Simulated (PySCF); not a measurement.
# One shape, several levels: MoF6 (molybdenum hexafluoride)

Wanted: a comparison of 6 runs (BHLYP/def2-SVP, M06-2X/def2-SVP, M06-L/def2-SVP, PBE0/def2-SVP, TPSS/def2-SVP, r2SCAN/def2-SVP) of MoF6 (molybdenum hexafluoride). The job is set up through a Python script.

The results are computed with PySCF 2.14.0.

## 1. The system as given

The species is MoF6 (7 atoms), meant as a singlet with charge 0. As SMILES, `[F][Mo]([F])([F])([F])([F])[F]`. Geometry: a GFN2-xTB relaxation, a rough one for these elements and not checked as a minimum.

Bond lengths: F1–Mo2 1.736 Å, Mo2–F3 1.736 Å, Mo2–F4 1.737 Å, Mo2–F5 1.737 Å, Mo2–F6 1.737 Å, Mo2–F7 1.737 Å. Some angles: F1–Mo2–F3 90.0°, F1–Mo2–F4 90.0°, F1–Mo2–F5 89.9°, F1–Mo2–F6 89.9°, F1–Mo2–F7 180.0°, F3–Mo2–F4 90.0°, F3–Mo2–F5 179.9°, F3–Mo2–F6 90.0°, F3–Mo2–F7 90.0°, F4–Mo2–F5 90.0°.

## 2. A single-point energy at BHLYP/def2-SVP (core potential) (run 1)

input.py reads:

```python
from pyscf import gto, dft

mol = gto.M(
    atom='''
F       -0.884240      -0.039360       1.493290
Mo       0.000210      -0.000270      -0.000380
F        1.355700      -0.751600       0.782620
F       -0.627890      -1.565450      -0.414620
F       -1.356700       0.751510      -0.780870
F        0.627970       1.565350       0.414200
F        0.884940       0.039810      -1.494230
''',
    verbose=3,
    spin=0,
    ecp={'Mo': 'def2-svp'},
    basis='def2-svp',
    max_memory=1860,
)

mf = dft.RKS(mol)
mf.xc = 'bhandhlyp'
mf.grids.level = 5
mf.conv_tol = 1e-10
mf.kernel()
if not mf.converged:
    mf = mf.newton().run(mf.mo_coeff, mf.mo_occ)

energy = mf.e_tot
print('E(%s) = %.9f' % ('BHLYP', energy))
```

Launch:

```bash
OMP_NUM_THREADS=1 python input.py
```

The log of the run:

```text
converged SCF energy = -666.564798493518
E(BHLYP) = -666.564798494
```

Run time: 26 s. Hardware: 1 thread of Intel Xeon Platinum 8488C (Sapphire Rapids), shared host; peak memory 0.64 GiB.

## 3. The energy at M06-2X/def2-SVP (core potential) (run 2)

run.py reads:

```python
from pyscf import gto, dft

mol = gto.M(
    atom='''
F     -1.670971    -0.074380     2.821909
Mo     0.000397    -0.000510    -0.000718
F      2.561902    -1.420318     1.478937
F     -1.186540    -2.958272    -0.783518
F     -2.563791     1.420148    -1.475630
F      1.186691     2.958083     0.782725
F      1.672294     0.075230    -2.823685
''',
    verbose=4,
    basis='def2-svp',
    unit='bohr',
    ecp={'Mo': 'def2-svp'},
    max_memory=1860,
)

mf = dft.RKS(mol)
mf.xc = 'm06-2x'
mf.grids.level = 5
mf.conv_tol = 1e-10
mf.kernel()
if not mf.converged:
    mf = mf.newton().run(mf.mo_coeff, mf.mo_occ)

energy = mf.e_tot
print(f'total energy: {energy:.8f} hartree')
```

Launch:

```bash
OMP_NUM_THREADS=1 python run.py
```

The log of the run:

```text
PySCF version 2.14.0

[... 78 lines left out ...]
converged SCF energy = -666.583060729582
total energy: -666.58306073 hartree
```

Wall time 44 s (1 thread of Intel Xeon Platinum 8488C (Sapphire Rapids), shared host); peak memory 0.66 GiB.

## 4. A single-point energy at M06-L/def2-SVP (core potential) (run 3)

calc.py reads:

```python
from pyscf import gto, dft

mol = gto.M(
    atom=[
    ('F', (-0.884240, -0.039360, 1.493290)),
    ('Mo', (0.000210, -0.000270, -0.000380)),
    ('F', (1.355700, -0.751600, 0.782620)),
    ('F', (-0.627890, -1.565450, -0.414620)),
    ('F', (-1.356700, 0.751510, -0.780870)),
    ('F', (0.627970, 1.565350, 0.414200)),
    ('F', (0.884940, 0.039810, -1.494230)),
],
    verbose=4,
    charge=0,
    basis='def2-svp',
    spin=0,
    ecp={'Mo': 'def2-svp'},
    max_memory=1860,
)

ks = dft.RKS(mol)
ks.xc = 'm06-l'
ks.conv_tol = 1e-10
ks.grids.level = 5
ks.kernel()
if not ks.converged:
    ks = ks.newton().run(ks.mo_coeff, ks.mo_occ)

etot = ks.e_tot
print('Final energy', etot)
```

Launch:

```bash
OMP_NUM_THREADS=1 python calc.py
```

The log of the run:

```text
PySCF version 2.14.0

[... 75 lines left out ...]
converged SCF energy = -666.920425343036
Final energy -666.9204253430364
```

Wall time 39 s (1 thread of Intel Xeon Platinum 8488C (Sapphire Rapids), shared host); peak memory 0.66 GiB.

Runs 4 to 5 aren't shown in full; the table further down has their settings and results.

## 5. A single-point energy at r2SCAN/def2-SVP (core potential) (run 6)

mol.xyz reads:

```xyz
7

F     -0.884240    -0.039360     1.493290
Mo     0.000210    -0.000270    -0.000380
F      1.355700    -0.751600     0.782620
F     -0.627890    -1.565450    -0.414620
F     -1.356700     0.751510    -0.780870
F      0.627970     1.565350     0.414200
F      0.884940     0.039810    -1.494230
```

input.py reads:

```python
from pyscf import gto, dft

mol = gto.Mole()
mol.atom = 'mol.xyz'
mol.spin = 0
mol.charge = 0
mol.verbose = 4
mol.max_memory = 1860
mol.ecp = {'Mo': 'def2-svp'}
mol.basis = 'def2-svp'
mol.build()

calc0 = dft.RKS(mol)
calc0.xc = 'r2scan'
calc0.grids.level = 5
calc0.conv_tol = 1e-10
calc0.kernel()
if not calc0.converged:
    calc0 = calc0.newton().run(calc0.mo_coeff, calc0.mo_occ)

e_tot = calc0.e_tot
print('E = %.10f Eh' % e_tot)
```

Launch:

```bash
OMP_NUM_THREADS=1 python input.py
```

The log of the run:

```text
PySCF version 2.14.0

[... 78 lines left out ...]
converged SCF energy = -666.776838908827
E = -666.7768389088 Eh
```

Run time: 40 s. Hardware: 1 thread of Intel Xeon Platinum 8488C (Sapphire Rapids), shared host; peak memory 0.66 GiB.

## 6. The series

| run | level | energy (Eh) | dipole moment (D) | HOMO energy (eV) | LUMO energy (eV) | wall time |
| --- | --- | --- | --- | --- | --- | --- |
| 1 | BHLYP/def2-SVP (core potential) | -666.564798 | 0.01 | -14.95 | -4.12 | 26 s |
| 2 | M06-2X/def2-SVP (core potential) | -666.583061 | 0.01 | -14.87 | -3.94 | 44 s |
| 3 | M06-L/def2-SVP (core potential) | -666.920425 | 0.01 | -11.24 | -5.43 | 39 s |
| 4 | PBE0/def2-SVP (core potential) | -666.370736 | 0.01 | -12.79 | -4.68 | 25 s |
| 5 | TPSS/def2-SVP (core potential) | -667.018473 | 0.01 | -10.71 | -5.08 | 44 s |
| 6 | r2SCAN/def2-SVP (core potential) | -666.776839 | 0.01 | -11.21 | -5.33 | 40 s |

## 7. Summary of results

| quantity | value |
| --- | --- |
| run 6: total energy | -666.77684 Eh |
| run 6: dipole moment | 0.01 D |
| run 6: HOMO energy | -11.21 eV |
| run 6: LUMO energy | -5.33 eV |
| run 6: HOMO–LUMO gap | 5.88 eV |

The HOMO–LUMO gap runs from 5.63 eV (TPSS/def2-SVP) to 10.93 eV (M06-2X/def2-SVP). Totals of different functionals can't be ranked against each other. All runs together took 3.6 min, the longest 44 s.
